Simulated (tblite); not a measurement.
# CH3ClFOSi: the cost of one run

Computed with tblite 0.8.0 and PySCF 2.14.0; each step states its level. No surroundings beyond the atoms listed, unless a continuum is named. Atoms count from 0, parts from 1.

### 1 The system as given

8 atoms, charge 0, multiplicity 2; geometry: distance geometry start.

### 2 Geometry optimisation with GFN2-xTB

What the job is given:

```
{"job": {"kind": "relax", "xc": "GFN2-xTB", "basis": "xTB"}, "charge": 0, "multiplicity": 2}
C      0.616158     1.164210     0.263044
O     -0.715616     0.923478    -0.069169
Si    -1.438935    -0.675220    -0.348037
F      1.399097     1.324839    -0.760541
Cl     0.905357     2.198259     1.637402
H     -2.396325    -0.959440     0.676646
H     -0.396986    -1.640972    -0.290857
H     -2.060577    -0.695237    -1.595272
```

Method: GFN2-xTB geometry optimisation, gas phase.

The run is started by

```sh
$ OMP_NUM_THREADS=1 python cluster_run.py task.json out
```

The driver reads the jobs from task.json and runs them one after another.

Q: Estimate the wall time of this first job on 1 thread of Arm Neoverse V1, shared host.

About 1.4 s.
